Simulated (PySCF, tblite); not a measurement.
# C₇H₁₃Al: geometry, infrared bands and NMR shifts

What infrared bands and NMR shifts should C₇H₁₃Al (`C=[CH][Al]([CH3])[CH]1CCC1`) show?

Computed with tblite 0.8.0 and PySCF 2.14.0, with density-fitted response routines of our own, on a single molecule in the gas phase. Atoms are numbered from 0 throughout.

### Step 1. The molecule as given

21 atoms, charge 0, multiplicity 1; geometry from: force field or distance geometry start.

Bonds of the start (Å): C0–C1 1.33, C1–Al2 1.99, Al2–C3 1.98, Al2–C4 1.96, C4–C5 1.53, C5–C6 1.53, C6–C7 1.52, C7–C4 1.51, C0–H8 1.09, C0–H9 1.07, C1–H10 1.08, C3–H11 1.11, C3–H12 1.11, C3–H13 1.12, C4–H14 1.12, C5–H15 1.11, C5–H16 1.10, C6–H17 1.12, C6–H18 1.09, C7–H19 1.10, C7–H20 1.11.

### Step 2. Relaxing the molecule with GFN2-xTB

Job settings and geometry (Å):

```
{"job": {"kind": "relax", "xc": "GFN2-xTB", "basis": "xTB"}, "charge": 0, "multiplicity": 1}
C     -2.214600     2.294200    -0.414700
C     -2.349400     1.099200    -0.980500
Al    -0.996700    -0.283600    -0.505200
C     -1.602900    -2.168100    -0.617300
C      0.651500     0.343300     0.339900
C      1.932900     0.204100    -0.483400
C      2.612000     0.055000     0.883300
C      1.313600    -0.592000     1.321700
H     -2.900900     3.114600    -0.602000
H     -1.396400     2.442000     0.265500
H     -3.170000     0.906800    -1.656500
H     -0.990700    -2.768800    -1.325400
H     -2.655100    -2.199700    -0.971100
H     -1.574900    -2.677600     0.382200
H      0.562200     1.406800     0.665600
H      2.184700     1.154400    -0.989000
H      1.989900    -0.704900    -1.096600
H      2.703700     1.029300     1.428800
H      3.487000    -0.600000     0.917200
H      1.332800    -1.653200     1.050500
H      1.072600    -0.384900     2.386500
```

Command:

```console
OMP_NUM_THREADS=1 python probes_run.py task.json out
```

This one command runs all jobs of the session in turn.

**Question.** This job is followed by: GFN2-xTB harmonic vibrations, gas phase; GIAO PBE0/pcSseg-1 NMR shielding, non-relativistic, gas phase. Predict these results of the whole session: strongest single infrared mode (GFN2-xTB); zero-point energy (GFN2-xTB); ¹³C shifts against TMS (PBE0/pcSseg-1, means over atoms taken as alike); ¹H shifts against TMS (PBE0/pcSseg-1, means over atoms taken as alike); ²⁷Al shifts against AlH4- (PBE0/pcSseg-1).

**Answer**, as computed:

```
                                                               quantity                                                     value
                              strongest single infrared mode (GFN2-xTB)                                      618 cm⁻¹, 207 km/mol
                                           zero-point energy (GFN2-xTB)                                            108.2 kcal/mol
¹³C shifts against TMS (PBE0/pcSseg-1, means over atoms taken as alike)                 154.4, 151.8, 27.9, 25.6, 19.4, -10.6 ppm
 ¹H shifts against TMS (PBE0/pcSseg-1, means over atoms taken as alike)  7.00, 6.96, 6.50, 2.69, 2.52, 2.38, 2.27, 2.07, 0.16 ppm
                              ²⁷Al shifts against AlH4- (PBE0/pcSseg-1)                                                 193.5 ppm
```

**Reading.** The optimisation took 156 steps and gained 0.690 eV; among the close pairs (by a distance rule), Al2–C4 changed most, from 1.955 to 2.015 Å. The lowest mode is slightly imaginary (10i cm⁻¹), a soft motion within the noise of the Hessian, so the minimum is not strictly shown. The strongest single mode, at 618 cm⁻¹, is spread over several atoms, Al2, C3, H12, C1 among them. Unscaled tight-binding wavenumbers are off by several per cent, some by more. Its intensities can rank the bands wrongly. C1 (alkene CH) lies farthest downfield among carbon, at 154.4 ppm; an sp2 carbon of a C=C bond.
